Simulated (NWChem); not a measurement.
# One shape, several levels: C2H3BClF (SMILES FB/C=C\Cl)

We compute a comparison of 3 runs (HF/STO-3G, HF/3-21G, B3LYP/6-31G*) of C2H3BClF. 

The results are computed with NWChem 7.3.0.

## 1. Starting point

C2H3BClF has 8 atoms, charge 0, and is taken as a singlet. SMILES: `FB/C=C\Cl`. Geometry: relaxed at GFN2-xTB. This is one conformer, not always the lowest.

Bond lengths: F1–B2 1.316 Å, B2–C3 1.551 Å, C3–C4 1.338 Å, C4–Cl5 1.705 Å, B2–H6 1.174 Å, C3–H7 1.083 Å, C4–H8 1.082 Å. Angles: F1–B2–C3 120.9°, B2–C3–C4 128.0°, C3–C4–Cl5 124.8°, F1–B2–H6 116.3°, C3–B2–H6 122.7°, B2–C3–H7 117.3°, C4–C3–H7 114.6°, C3–C4–H8 122.7°, Cl5–C4–H8 112.5°.

## 2. Energy and forces at HF/STO-3G (run 1)

The input, c2h3bclf.nw:

```
start c2h3bclf
title "C2H3BClF"
memory total 2200 mb

geometry noautosym nocenter noautoz
   F    -1.338680    1.388340    0.634130
   B    -0.771580    0.278440    1.057900
   C     0.258870   -0.476180    0.178330
   C     0.680350   -0.160500   -1.051190
   Cl    0.150760    1.191890   -1.944190
   H    -1.089120   -0.094230    2.124940
   H     0.702360   -1.373690    0.591040
   H     1.407050   -0.754060   -1.590970
end

basis spherical bse
   F library STO-3G
   B library STO-3G
   C library STO-3G
   Cl library STO-3G
   H library STO-3G
end

scf
   thresh 1e-08
   maxiter 80
end

task scf gradient
```

Started as:

```bash
nwchem c2h3bclf.nw > c2h3bclf.out
```

Output:

```text
[...]
  functions       =    32
[...]
  wavefunction    = RHF
[...]
         Total SCF energy =   -653.557313469284
      One-electron energy =  -1283.835249291634
      Two-electron energy =    439.346202352450
 Nuclear repulsion energy =    190.931733469900
        Time for solution =      3.5s
[...]
                         RHF ENERGY GRADIENTS
    atom               coordinates                        gradient
                 x          y          z           x          y          z
   1 F      -2.529738   2.623582   1.198332   -0.010578   0.019122  -0.005609
   2 B      -1.458075   0.526175   1.999141    0.020642  -0.029793   0.001191
   3 C       0.489193  -0.899850   0.336995   -0.014667   0.001913   0.025323
   4 C       1.285675  -0.303301  -1.986461   -0.002885   0.043583  -0.055161
   5 Cl      0.284895   2.252346  -3.673986    0.016322  -0.042121   0.027970
   6 H      -2.058138  -0.178069   4.015554   -0.005131   0.003666   0.004580
   7 H       1.327268  -2.595898   1.116904   -0.000758   0.000839   0.000138
   8 H       2.658939  -1.424967  -3.006497   -0.002945   0.002790   0.001567
[...]
```

Run time: 5.4 s. Hardware: 1 thread of Intel Xeon Platinum 8488C (Sapphire Rapids), shared host; peak memory 0.1 GiB.

## 3. Energy and gradient at HF/3-21G (run 2)

The input, c2h3bclf.nw:

```
start c2h3bclf
memory stack 880 mb heap 220 mb global 1100 mb
geometry units atomic noautosym nocenter noautoz
F  -2.52973857  2.62358237  1.19833203
B  -1.45807488  0.52617534  1.99914127
C   0.48919340 -0.89984979  0.33699486
C   1.28567517 -0.30330104 -1.98646120
Cl  0.28489511  2.25234567 -3.67398663
H  -2.05813852 -0.17806889  4.01555463
H   1.32726804 -2.59589788  1.11690373
H   2.65893914 -1.42496688 -3.00649757
end
basis "ao basis" spherical bse
* library 3-21G
end
scf
thresh 1e-08
maxiter 80
end
task scf gradient
```

Started as:

```bash
nwchem c2h3bclf.nw > c2h3bclf.out
```

Output:

```text
[...]
  functions       =    55
[...]
  wavefunction    = RHF
[...]
         Total SCF energy =   -657.828879890706
      One-electron energy =  -1286.986383142534
      Two-electron energy =    438.225783509300
 Nuclear repulsion energy =    190.931719742527
        Time for solution =      3.4s
[...]
                         RHF ENERGY GRADIENTS
    atom               coordinates                        gradient
                 x          y          z           x          y          z
   1 F      -2.529739   2.623582   1.198332    0.016873  -0.030560   0.009549
   2 B      -1.458075   0.526175   1.999141   -0.014194   0.022520  -0.004079
   3 C       0.489193  -0.899850   0.336995   -0.012868   0.004517   0.018236
   4 C       1.285675  -0.303301  -1.986461   -0.012677   0.048243  -0.043197
   5 Cl      0.284895   2.252346  -3.673987    0.014505  -0.040886   0.029688
   6 H      -2.058139  -0.178069   4.015555   -0.000077   0.004290  -0.005475
   7 H       1.327268  -2.595898   1.116904    0.001724  -0.003182   0.001140
   8 H       2.658939  -1.424967  -3.006498    0.006715  -0.004943  -0.005862
[...]
```

Run time: 5.4 s. Hardware: 1 thread of Intel Xeon Platinum 8488C (Sapphire Rapids), shared host; peak memory 0.1 GiB.

## 4. Energy and forces at B3LYP/6-31G(d) (Cartesian functions) (run 3)

The input, c2h3bclf.xyz:

```xyz
8
C2H3BClF
F     -1.338680     1.388340     0.634130
B     -0.771580     0.278440     1.057900
C      0.258870    -0.476180     0.178330
C      0.680350    -0.160500    -1.051190
Cl     0.150760     1.191890    -1.944190
H     -1.089120    -0.094230     2.124940
H      0.702360    -1.373690     0.591040
H      1.407050    -0.754060    -1.590970
```

The input, c2h3bclf.nw:

```
start c2h3bclf
title "C2H3BClF"
memory total 2200 mb

geometry units angstrom noautosym nocenter noautoz
   load c2h3bclf.xyz
end

basis
   * library 6-31G*
end

dft
   xc b3lyp
   grid xfine
   convergence energy 1e-08
   iterations 100
   mulliken
end

task dft gradient
```

Started as:

```bash
nwchem c2h3bclf.nw > c2h3bclf.out
```

Output:

```text
[...]
          Wavefunction type:  closed shell.
          No. of atoms     :     8
          No. of electrons :    46
[...]
          Charge           :     0
          Spin multiplicity:     1
[...]
          AO basis - number of functions:    85
[...]
              XC Information
              --------------
                         B3LYP Method XC Potential
                     Hartree-Fock (Exact) Exchange  0.200
                        Slater Exchange Functional  0.800 local
                    Becke 1988 Exchange Functional  0.720 non-local
              Lee-Yang-Parr Correlation Functional  0.810
                  VWN I RPA Correlation Functional  0.190 local
[...]
 d= 0,ls=0.0,diis     1   -662.8421490353 -8.54D+02  1.57D-02  8.96D-01     5.9
[...]
 d= 0,ls=0.0,diis    10   -662.9359983408 -4.46D-09  6.55D-07  5.45D-09    38.1
         Total DFT energy =     -662.935998340810
      One electron energy =    -1291.653332625640
           Coulomb energy =      492.573881822178
    Exchange-Corr. energy =      -54.788281007248
 Nuclear repulsion energy =      190.931733469900
[...]
      Total Density - Mulliken Population Analysis
     ---------------------------------------------
    Atom       Charge   Shell Charges
 -----------   ------   -------------------------------------------------------
    1 F    9     9.20   1.99  0.96  3.33  0.88  1.95  0.08
    2 B    5     4.67   1.99  0.56  1.38  0.34  0.30  0.10
    3 C    6     6.19   1.99  0.70  2.09  0.57  0.84 -0.00
    4 C    6     6.26   1.99  0.72  1.99  0.59  0.94  0.03
    5 Cl  17    16.97   2.00  1.99  5.97  1.47  3.62  0.52  1.41 -0.01
    6 H    1     1.06   0.53  0.53
    7 H    1     0.85   0.53  0.32
    8 H    1     0.81   0.53  0.28
[...]
  wavefunction    = closed shell
                         DFT ENERGY GRADIENTS
    atom               coordinates                        gradient
                 x          y          z           x          y          z
   1 F      -2.529738   2.623582   1.198332    0.006135  -0.010955   0.003442
   2 B      -1.458075   0.526175   1.999141   -0.007220   0.004819   0.006350
   3 C       0.489193  -0.899850   0.336995    0.004277  -0.001388  -0.005988
   4 C       1.285675  -0.303301  -1.986461   -0.003891   0.009778  -0.006164
   5 Cl      0.284895   2.252346  -3.673986    0.003314  -0.013380   0.012332
   6 H      -2.058138  -0.178069   4.015554    0.002152   0.005415  -0.011001
   7 H       1.327268  -2.595898   1.116904   -0.002722   0.004595  -0.001194
   8 H       2.658939  -1.424967  -3.006497   -0.002045   0.001116   0.002223
[...]
```

Wall time 48 s (1 thread of Intel Xeon Platinum 8488C (Sapphire Rapids), shared host); peak memory 0.14 GiB.

## 5. Overview of the runs

| run | level | Cartesian functions | iteration cap | energy (Eh) | dipole moment (D) | HOMO energy (eV) | LUMO energy (eV) | wall time |
| --- | --- | --- | --- | --- | --- | --- | --- | --- |
| 1 | HF/STO-3G | no | 80 | -653.557313 | 2.12 | -8.84 | 5.26 | 5.4 s |
| 2 | HF/3-21G | no | 80 | -657.828880 | 2.83 | -10.52 | 1.87 | 5.4 s |
| 3 | B3LYP/6-31G* (Cartesian functions) | yes | 100 | -662.935998 | 1.99 | -7.47 | -1.81 | 48 s |

## 6. Results

| quantity | value |
| --- | --- |
| run 3: total energy | -662.93600 Eh |
| run 3: dipole moment | 1.99 D |
| run 3: HOMO energy | -7.47 eV |
| run 3: LUMO energy | -1.81 eV |
| run 3: HOMO–LUMO gap | 5.67 eV |
| run 3: largest force on an atom | 0.951 eV/Å |

**Reading.** The dipole moment (its size) runs from 1.99 D (B3LYP/6-31G*) to 2.83 D (HF/3-21G). The two ends differ in method and basis. The HOMO–LUMO gap runs from 5.67 eV (B3LYP/6-31G*) to 14.10 eV (HF/STO-3G). In run 1 the basis is minimal, so the values are rough. All runs together took 59 s, the longest 48 s.
